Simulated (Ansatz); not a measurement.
**C₂H₆GeS: up Jacob's ladder to CCSD(T)**

Aim: compute C₂H₆GeS with functionals from several rungs and with coupled cluster. The yardstick is the atomisation energy at the CCSD(T) limit.

The runs use Ansatz 0.2.0, Gaussian basis; functionals in def2-TZVPP, the program's frozen cores in correlated methods.

Levels to be run: PBE-D4, r2SCAN-D4, PBE0-D4, B3LYP-D4, ωB97X-V, ωB97M-V, B2PLYP; CCSD(T)/def2-TZVPP; MP2/def2-QZVPP; extrapolation to the limit.

## Step 1: Structure used throughout

An earlier PBE0-D4 in a triple-zeta def2 set relaxation fixed the geometry.

SMILES `C=[C](S)[GeH3]`, 10 atoms, charge 0, spin multiplicity 1.

Atoms are counted from 1 here; the program's logs count them from 0.

Bond lengths: C1–C2 1.332 Å, C1–H5 1.086 Å, C1–H6 1.084 Å, C2–S3 1.758 Å, C2–Ge4 1.947 Å, S3–H7 1.342 Å, Ge4–H8 1.537 Å, Ge4–H9 1.536 Å, Ge4–H10 1.539 Å. Angles: C2–C1–H5 122.4°, C2–C1–H6 120.8°, H5–C1–H6 116.8°, C1–C2–S3 120.2°, C1–C2–Ge4 121.4°, S3–C2–Ge4 118.2°, C2–S3–H7 97.7°, C2–Ge4–H8 109.8°, C2–Ge4–H9 108.8°, C2–Ge4–H10 108.7°, H8–Ge4–H9 110.6°, H8–Ge4–H10 108.5°, H9–Ge4–H10 110.4°.

## Step 2: PBE-D4 (GGA)

in.yaml

```yaml
crystal:
  periodic: [false, false, false]
  atoms:
    - {symbol: C, position_ang: [-0.812928, 1.193738, -0.859028]}
    - {symbol: C, position_ang: [0.065339, 0.243878, -0.541560]}
    - {symbol: S, position_ang: [1.283231, -0.258440, -1.704860]}
    - {symbol: Ge, position_ang: [-0.037323, -0.707937, 1.153838]}
    - {symbol: H, position_ang: [-0.778385, 1.724740, -1.806300]}
    - {symbol: H, position_ang: [-1.606696, 1.467833, -0.173502]}
    - {symbol: H, position_ang: [2.125342, -0.847708, -0.841310]}
    - {symbol: H, position_ang: [-0.419283, -2.175323, 0.904611]}
    - {symbol: H, position_ang: [-1.083211, -0.021964, 2.044979]}
    - {symbol: H, position_ang: [1.346913, -0.669917, 1.826133]}
basis:
  gaussian: {orbitals: def2-TZVPP}
hamiltonian: {xc: pbe, dispersion: d4}
output: {forces: true, orbitals: {seedname: orbitals}}
```

The run is started by

```console
$ ansatz run in.yaml --threads 4 --pin off --events-out ev --progress --plain --max-ram 10444MiB
```

The runs that follow: r2SCAN-D4 (meta-GGA); PBE0-D4 (hybrid); B3LYP-D4 (hybrid); ωB97X-V (range-separated); ωB97M-V (range-separated); B2PLYP (double hybrid); CCSD(T) in def2-TZVPP; MP2 in def2-QZVPP.

**Question.** What will the summary of the whole plan be? Wanted: atomisation energy, CCSD(T)/CBS; farthest; mean size of error, hybrid; mean size of error, range-separated; gap, smallest and largest; T1 diagnostic; triples share of the correlation energy.

**Answer**, as computed:

| quantity | value |
| --- | --- |
| atomisation energy, CCSD(T)/CBS | 805.6 kcal/mol |
| functionals within 8.1 kcal/mol (1.0 %) | r2SCAN-D4, PBE0-D4, B3LYP-D4, ωB97X-V, ωB97M-V |
| farthest | B2PLYP (-12.5 kcal/mol) |
| mean size of error, hybrid | 2.3 kcal/mol |
| mean size of error, range-separated | 1.5 kcal/mol |
| gap, smallest and largest | 4.21 eV (PBE-D4), 10.66 eV (ωB97X-V) |
| T1 diagnostic | 0.0122 |
| triples share of the correlation energy | 4.3 % |

In words: PBE-D4 is off by +11.0 kcal/mol. Double hybrids carry the basis error of their MP2 part in triple zeta, and no dispersion term here, so their miss is partly the set-up's. Misses under about 8.1 kcal/mol are within the doubt on the reference itself, which lacks core-valence correlation, relativity and higher excitations, and its outer-core shells are covered unevenly. Hartree-Fock recovers 72 % of the binding; the rest is correlation. Orbital gaps span 4.2 to 10.7 eV; exact exchange widens them. Correlated methods include outer-core shells of Ge, which these sets cover unevenly.
